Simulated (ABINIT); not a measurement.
Crystal: NbRu3C.

```
Ru Nb C
1.0
     4.06514    0.00000    0.00000
     0.00000    4.06514    0.00000
     0.00000    0.00000    4.06514
Ru Nb C
3 1 1
Direct
  0.50000 0.50000 0.00000
  0.50000 0.00000 0.50000
  0.00000 0.50000 0.50000
  0.00000 0.00000 0.00000
  0.50000 0.50000 0.50000
```

The cell comes from a database or a generator and needn't be the stable form of this composition.

Base run:

- Program: ABINIT 10.8.3 (patched build)
- Functional: PBEsol
- Potentials or basis: PseudoDojo NC SR PBEsol v0.4.1 standard
- Cutoff: 1143 eV
- k mesh: 7 × 7 × 7
- Occupations: fermi-dirac, width 0.05 eV
- Spin: no spin polarisation

Its results: band gap on the k mesh none (metal or under the smearing width); pressure -11.4 GPa.

The run is repeated on the same cell with these changes: functional from PBEsol to LDA; potentials or basis from PseudoDojo NC SR PBEsol v0.4.1 standard to JTH PAW LDA v2.0; cutoff from 1143 eV to 517 eV. What comes out?

Band gap on the k mesh none (metal or under the smearing width); pressure -17.3 GPa.
